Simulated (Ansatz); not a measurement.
# BrClFGeH: the cost of one run

Program: Ansatz 0.2.0, Gaussian basis. Level of theory: the settings change from run to run. These are calculated values, not measurements.

**1. The relaxed structure**

The structure was relaxed beforehand with PBE0-D4 in a triple-zeta def2 set.

SMILES `[F][GeH]([Cl])[Br]`, 5 atoms, charge 0, spin multiplicity 1.

Atoms are counted from 1 here; the program's logs count them from 0.

Bond lengths: F1–Ge2 1.721 Å, Ge2–Cl3 2.120 Å, Ge2–Br4 2.271 Å, Ge2–H5 1.525 Å. Angles: F1–Ge2–Cl3 106.4°, F1–Ge2–Br4 106.9°, F1–Ge2–H5 108.7°, Cl3–Ge2–Br4 110.2°, Cl3–Ge2–H5 111.7°, Br4–Ge2–H5 112.6°.

**2. wPBEh/cc-pVDZ**

Set apart from the defaults: multiplicity 3, a point charge of 1.00 e beside it.

Contents of in.yaml:

```yaml
crystal:
  periodic: [false, false, false]
  atoms:
    - {symbol: F, position_ang: [-0.769868, -0.305742, 1.511608]}
    - {symbol: Ge, position_ang: [0.068831, 0.099312, 0.064326]}
    - {symbol: Cl, position_ang: [1.458301, -1.465121, -0.279250]}
    - {symbol: Br, position_ang: [-1.474461, 0.157922, -1.600829]}
    - {symbol: H, position_ang: [0.767097, 1.440029, 0.262645]}
basis:
  gaussian: {orbitals: cc-pVDZ, point_charges: [{charge: 1.00, position_ang: [4.164, -0.141, -0.411]}]}
magnetization: {spin_polarized: true, initial_magnetization: 2}
hamiltonian: {xc: {name: wPBEh}}
output: {forces: true}
```

Started as:

```console
$ ansatz run in.yaml --threads 4 --pin off --events-out ev --progress --plain --max-ram 10444MiB
```

Q: Estimate wall time and peak memory on 4 threads of Arm Neoverse V2, shared host.

About 15 s, with a peak of 0.45 GiB.
